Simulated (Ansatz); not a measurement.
Geometry optimisation, DFT PBE, scalar-relativistic, plane waves, PAW in Ansatz.

input.yaml

```yaml
accuracy: low
crystal:
  lattice:
    - [0.0, 4.037, 4.037]
    - [4.037, 0.0, 4.037]
    - [4.037, 4.037, 0.0]
  atoms:
    - { symbol: Mg, position: [0.0, 0.0, 0.0] }
    - { symbol: O, position: [0.25, 0.25, 0.25] }
    - { symbol: Mg, position: [0.0, 0.0, 0.5] }
    - { symbol: O, position: [0.25, 0.25, 0.75] }
    - { symbol: Mg, position: [0.0, 0.5, 0.0] }
    - { symbol: O, position: [0.25, 0.75, 0.25] }
    - { symbol: Mg, position: [0.0, 0.5, 0.5] }
    - { symbol: O, position: [0.25, 0.75, 0.75] }
    - { symbol: Mg, position: [0.5, 0.0, 0.0] }
    - { symbol: O, position: [0.75, 0.25, 0.25] }
    - { symbol: Mg, position: [0.5, 0.0, 0.5] }
    - { symbol: O, position: [0.75, 0.25, 0.75] }
    - { symbol: Mg, position: [0.5, 0.5, 0.0] }
    - { symbol: O, position: [0.75, 0.75, 0.25] }
    - { symbol: Mg, position: [0.5, 0.5, 0.5] }
    - { symbol: O, position: [0.75, 0.75, 0.75] }
    - { symbol: H, position: [0.1193594, 0.6277273, 0.6209433], spin: 1.0 }
magnetization:
  spin_polarized: true
basis:
  ecutwfc: 420.0
kpoints:
  mp_grid: { grid: [2, 2, 2] }
hamiltonian:
  xc: pbe
  pseudopotentials: { kind: paw, azcp: { folder: soft_1 } }
scf:
  occupations: { method: fermi_dirac, width: 0.05 }
  lower_state_search: "off"
relax:
  f_tol: 0.08
  max_steps: 25
  adjacent_minimum: "off"
output:
  write_density: true
  write_potential: true
  elf: true
  volumetric_format: npy
```

Command:

```bash
$ ansatz run input.yaml --threads 1 --pin off --max-ram 3072MiB --backend cpu --events-out ev --progress --plain --runs-dir out
```

Question: Where does it end, and by what steps?

Answer: It converged. The threshold is loose, so the end isn't yet a minimum. The force dipped under the threshold on the way, but the program's further checks kept it going. Limits of this set-up: coarse k mesh, low accuracy level. After 3 steps the energy has fallen by 0.299 eV; O16 moved furthest, 0.08 Å.

```json
{"step": "0", "energy less start (eV)": "0.0000", "largest force component (eV/Å)": "1.141", "accepted": "yes"}
{"step": "1", "energy less start (eV)": "-0.2129", "largest force component (eV/Å)": "0.590", "accepted": "yes"}
{"step": "2", "energy less start (eV)": "-0.2990", "largest force component (eV/Å)": "0.068", "accepted": "yes"}
{"step": "3", "energy less start (eV)": "-0.2990", "largest force component (eV/Å)": "0.068", "accepted": "yes"}
```

```xyz
17
Lattice="0.0000 4.0370 4.0370 4.0370 0.0000 4.0370 4.0370 4.0370 0.0000" Properties=species:S:1:pos:R:3
Mg 0.004 -0.005 -0.004
O 2.019 2.016 2.017
Mg 2.025 2.010 0.006
O 3.993 4.079 1.975
Mg 2.024 0.004 2.012
O 3.993 1.973 4.080
Mg 4.029 2.009 2.011
O 6.098 4.078 4.079
Mg 0.004 2.021 2.022
O 2.019 4.036 4.037
Mg 2.014 4.032 2.022
O 4.036 6.053 4.037
Mg 2.014 2.021 4.033
O 4.036 4.036 6.054
Mg 4.031 4.041 4.042
O 6.099 6.010 6.011
H 5.045 3.020 3.025
```

Run time: 44 s on 1 thread of Arm Neoverse V1, on a shared host, peak memory 0.48 GiB.
